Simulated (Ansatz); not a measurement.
# BAs (singlet): wave-function methods side by side, aug-cc-pVDZ

An exercise on one series of results from a longer session: the logs are not shown, and one member is left open.

Program: Ansatz 0.2.0, Gaussian basis. Level of theory: aug-cc-pVDZ, core rule «outside noble gas», up to 15 orbitals frozen. These are calculated values, not measurements.

To be run: UHF; CCSD(T) on RHF; CCSD(T) on UHF; BCCD(T) on RHF; CISD; CCSDT(Q) on RHF; CCSDT(Q) on UHF; CASSCF and MRCISD+Q, 8 electrons in 8 orbitals; CASSCF and NEVPT2, 8 electrons in 8 orbitals.

11 further runs of the same task are left out: 2 that didn't finish, 9 set aside as unsound or not needed.

## The geometry

The geometry is a PBE0/def2-TZVPD stationary point (not a proven minimum) of the parent state, kept for this charge and spin. No spin-orbit coupling is included. The filled d shell of As may be among the frozen orbitals whatever the setting's name suggests; the logs give the count.

2 atoms, charge 0, spin multiplicity 1.

Atoms are counted from 1 here; the program's logs count them from 0.

Bond lengths: B1–As2 1.795 Å.

Set-up of the first run:

in.yaml

```yaml
crystal:
  periodic: [false, false, false]
  atoms:
    - {symbol: B, position_ang: [0.000000, 0.000000, 0.000000]}
    - {symbol: As, position_ang: [0.000000, 0.000000, 1.795100]}
basis:
  gaussian: {orbitals: aug-cc-pVDZ}
magnetization: {spin_polarized: true, initial_magnetization: 0}
hamiltonian: {xc: hf}
output: {orbitals: {seedname: orbitals}}
```

Launch:

```bash
$ ansatz run in.yaml --threads 1 --pin off --events-out ev --progress --plain --max-ram 2393MiB
```

Among the steps run: UHF; CCSD(T) on RHF; CCSD(T) on UHF; BCCD(T) on RHF; CISD; CCSDT(Q) on RHF; CCSDT(Q) on UHF; CASSCF and MRCISD+Q, 8 electrons in 8 orbitals; CASSCF and NEVPT2, 8 electrons in 8 orbitals.

One table of the session follows, with a row left open; its other results are not shown here.

| method | from RCCSDT(Q) (kJ/mol) |
| --- | --- |
| RHF | ? |
| UHF | +432.6 |
| RMP2 | +90.6 |
| UMP2 | +113.3 |
| CISD | +109.7 |
| RCCSD | +55.7 |
| UCCSD | +20.2 |
| RCCSD(T) | +8.0 |
| UCCSD(T) | -2.2 |
| BCCD(T) | +7.5 |
| RCCSDT | +5.0 |
| UCCSDT | -15.2 |
| RCCSDT(Q) | 0 |
| UCCSDT(Q) | -20.8 |
| CASSCF valence | +276.9 |
| NEVPT2 valence | +61.6 |
| MRCISD valence | +17.1 |
| MRCISD+Q valence | +0.5 |

**Question.** Estimate the row for RHF.

As computed: from RCCSDT(Q) (kJ/mol): +622.4. In the column «from RCCSDT(Q) (kJ/mol)» it is the highest.

The program flags UCCSD(T), UCCSDT(Q) as in doubt (see the logs), so those rows may rest on another solution; read them beside their warnings.

Caveats from the session: The determinant is far from a pure spin state, so its energy mixes those of several spin states (harmless only where they are near-degenerate, as at dissociation). The program flags UCCSD(T), UCCSDT(Q) as in doubt, so those rows may rest on another solution; read them beside their warnings. Warnings: restricted reference is unstable; spin contamination; coupled cluster took another determinant than the lowest; large T1 diagnostic. Restricted and unrestricted rows rest on different reference determinants; where their highest levels disagree by more than a few hundredths of an eV, they describe different states and don't form one ladder.
